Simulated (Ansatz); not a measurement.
The system is HfIn4SiO6.

```
CELL_PARAMETERS angstrom
5.27743 0.00000 0.00000
-2.63872 4.57039 0.00000
0.00000 0.00000 10.55905
ATOMIC_POSITIONS crystal
Hf 0.66667 0.33333 0.00000
In 0.00000 0.00000 0.30446
In 0.00000 0.00000 0.69554
In 0.33333 0.66667 0.78919
In 0.33333 0.66667 0.21081
Si 0.00000 0.00000 0.00000
O 0.97300 0.70496 0.89972
O 0.29504 0.02700 0.10028
O 0.29504 0.26804 0.89972
O 0.73196 0.70496 0.10028
O 0.73196 0.02700 0.89972
O 0.97300 0.26804 0.10028
```

The cell was built by a generator and needn't be a form met in nature.

```yaml
Program: Ansatz 0.2.0
Task: relaxation of cell and atoms
Functional: RPBE
Potentials_or_basis: Ansatz PAW
Cutoff: "420 eV (not typed: the program's choice for these potentials)"
k_mesh: 4 × 4 × 2
Occupations: fermi-dirac, width 0.05 eV
Spin: no spin polarisation
```

At the start: volume 21.22 Å³/atom.

Problem. Where does the relaxation end?

Solution. It ends after 23 steps and the volume is 24.30 Å³/atom (+14.5 %); space group P312 (No. 149, to 0.05 Å).

Step by step:
```tsv
step	energy change (eV)	largest force (eV/Å)	volume (Å³)
1	0.0000	0.1970	254.68
2	-0.0223	0.2249	264.97
3	-0.0334	0.0637	266.32
4	-0.0335	0.0253	267.19
5	-0.0331	0.0158	267.52
6	-0.0325	0.0086	267.99
7	-0.0647	0.0071	267.99
8	-0.0616	0.0140	272.33
9	-0.0545	0.0276	276.85
10	-0.0547	0.0029	276.88
11	-0.0747	0.0042	276.88
12	-0.0713	0.0038	279.92
13	-0.0667	0.0075	282.67
14	-0.0783	0.0068	282.67
15	-0.0741	0.0057	285.75
16	-0.0723	0.0050	286.76
17	-0.0795	0.0045	286.76
18	-0.0774	0.0026	288.22
19	-0.0749	0.0089	289.73
20	-0.0804	0.0086	289.73
21	-0.0793	0.0019	290.50
22	-0.0776	0.0020	291.58
23	-0.0809	0.0022	291.58
```

Final structure:
```cif
data_structure
_symmetry_space_group_name_H-M 'P 1'
_symmetry_Int_Tables_number 1
_cell_length_a 5.3358
_cell_length_b 5.3358
_cell_length_c 11.8260
_cell_angle_alpha 90.000
_cell_angle_beta 90.000
_cell_angle_gamma 120.000
_cell_volume 291.58
loop_
_atom_site_label
_atom_site_type_symbol
_atom_site_fract_x
_atom_site_fract_y
_atom_site_fract_z
_atom_site_occupancy
Hf1 Hf 0.66667 0.33333 0.00000 1
In1 In 0.00000 0.00000 0.27434 1
In2 In 0.00000 0.00000 0.72566 1
In3 In 0.33333 0.66667 0.81106 1
In4 In 0.33333 0.66667 0.18894 1
Si1 Si 0.00000 0.00000 0.00000 1
O1 O 0.97074 0.70459 0.90990 1
O2 O 0.29541 0.02926 0.09010 1
O3 O 0.29541 0.26615 0.90990 1
O4 O 0.73385 0.70459 0.09010 1
O5 O 0.73385 0.02926 0.90990 1
O6 O 0.97074 0.26615 0.09010 1
```

Caveat: the plane-wave basis is chosen anew once the cell has moved, so the energies of steps on either side of that aren't comparable; the PAW data sets come from PBE, with cores solved anew for the run's functional, which leaves a small shift of forces and pressure.
